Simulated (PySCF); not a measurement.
# Zr(OiPr)F3: geometry, NMR shifts and electronic excitations

Aim: predict the NMR shifts and electronic excitations of Zr(OiPr)F3 (`CC(C)[O][Zr]([F])([F])[F]`).

The runs use PySCF 2.14.0, with density-fitted response routines of our own; the level of theory stands in each step. All values are computed, except where a source is named. Atoms count from 0, in the outputs and in this text.

## (1) The starting structure

15 atoms, charge 0, multiplicity 1; geometry from: GFN2-xTB. The atoms were then displaced at random by about 0.03 Å, so the start is not that level's minimum.

Bonds of the start (Å): Zr0–O1 1.78, Zr0–F12 1.88, Zr0–F13 2.00, Zr0–F14 1.87, O1–C2 1.38, C2–C3 1.44, C2–C4 1.55, C2–H5 1.15, C3–H6 1.15, C3–H7 1.08, C3–H8 1.13, C4–H9 1.05, C4–H10 1.11, C4–H11 1.15.

## (2) Geometry optimisation at PBE0-D3(BJ)/def2-SVP

What the job is given:

```
{"job": {"xc": "PBE0", "basis": "def2-SVP", "d3": "d3bj", "grid": 1, "maxiter": 40, "shake": 0.03, "kind": "geom"}, "charge": 0, "multiplicity": 1}
Zr    -0.760130    -0.666170    -1.578190
O      0.357540    -1.324780    -0.358970
C      0.674900    -0.358390     0.579620
C     -0.290130    -0.221980     1.636160
C      0.986130     0.984450    -0.126890
H      1.650930    -0.674750     1.095310
H     -1.293950     0.062270     1.149230
H     -0.088120     0.519080     2.395620
H     -0.546900    -1.181850     2.180350
H      1.684600     0.835100    -0.897320
H      0.020800     1.415570    -0.455750
H      1.454170     1.719490     0.621010
F      0.045060     0.309000    -2.970270
F     -2.177670     0.597640    -0.943540
F     -1.750010    -2.090780    -2.282370
```

Launch:

```console
> OMP_NUM_THREADS=1 python probes_run.py task.json out
```

One launch serves the whole session: the jobs run in the order shown.

**Question.** This job is followed by: GIAO PBE0/pcSseg-1 Zr:def2-TZVP NMR shielding, non-relativistic, gas phase; TDDFT wB97X-D/def2-SVPD, vertical, gas phase, core orbitals frozen in the response; GIAO B3LYP/pcSseg-1 Zr:def2-TZVP NMR shielding, non-relativistic, gas phase. What will the session give for the following? point group; rotational constants (main isotopes); ¹³C shifts against TMS (PBE0/def2-TZVP+pcSseg-1, means over atoms taken as alike); ¹H shifts against TMS (PBE0/def2-TZVP+pcSseg-1, means over atoms taken as alike); ¹⁷O shifts against H2O (PBE0/def2-TZVP+pcSseg-1); ¹⁹F shifts against CFCl3 (PBE0/def2-TZVP+pcSseg-1, means over atoms taken as alike); surface potential, 1st and 99th percentile; lowest singlet (wB97X-D/def2-SVPD); brightest single state of those computed; lowest triplet; vertical ionisation energy (ΔSCF); range of the shift of O1.

As calculated:

| quantity | value |
| --- | --- |
| point group | C1 |
| rotational constants (main isotopes) | 2.04, 0.77, 0.71 GHz |
| ¹³C shifts against TMS (PBE0/def2-TZVP+pcSseg-1, means over atoms taken as alike) | 78.7, 27.4 ppm |
| ¹H shifts against TMS (PBE0/def2-TZVP+pcSseg-1, means over atoms taken as alike) | 4.27, 1.31 ppm |
| ¹⁷O shifts against H2O (PBE0/def2-TZVP+pcSseg-1) | 289.5 ppm |
| ¹⁹F shifts against CFCl3 (PBE0/def2-TZVP+pcSseg-1, means over atoms taken as alike) | 148.9 ppm |
| surface potential, 1st and 99th percentile | -1.16 V and 3.52 V |
| lowest singlet (wB97X-D/def2-SVPD) | 7.15 eV (173 nm), f = 0.000 |
| brightest single state of those computed | state 6, 7.80 eV, f = 0.085 |
| lowest triplet | 6.80 eV |
| vertical ionisation energy (ΔSCF) | 10.96 eV |
| range of the shift of O1 | 289.5 to 298.1 ppm |

**Reading.** The start was shaken at random, so part of the energy gained undoes that. Relaxing lowered the energy by 1.511 eV in 27 steps; the close pair that moved most is Zr0–H10, from 2.491 to 4.040 Å. No frequency check was run at this level, so the end point may be a saddle. At PBE0/def2-TZVP+pcSseg-1: Shielding is most anisotropic at F12, F13, F14 (span 560 ppm, paramagnetic term -445 ppm). At PBE0/def2-TZVP+pcSseg-1, counted by nearest atom on the grid, the HOMO lies on O1 46 %; H5 19 %, the LUMO on Zr0 66 %; F12, F13, F14 about 8 % each. The first singlet state (HOMO→LUMO+2 0.51, HOMO−1→LUMO+1 0.32) lies at 7.15 eV and is dark; of the 10 states computed, the strongest absorption comes from state 6 at 7.80 eV. The lowest triplet lies 0.34 eV below the lowest singlet (triplets in Tamm-Dancoff, singlets in full TDDFT). The orbital energy would give 10.83 eV for ionisation, ΔSCF gives 10.96 eV. Across the 2 runs the shift of O1 moves most, between 289.5 (PBE0/def2-TZVP+pcSseg-1) and 298.1 ppm (B3LYP/def2-TZVP+pcSseg-1). Spin-orbit coupling is left out, which matters for shieldings and couplings at and beside the heavy atoms.
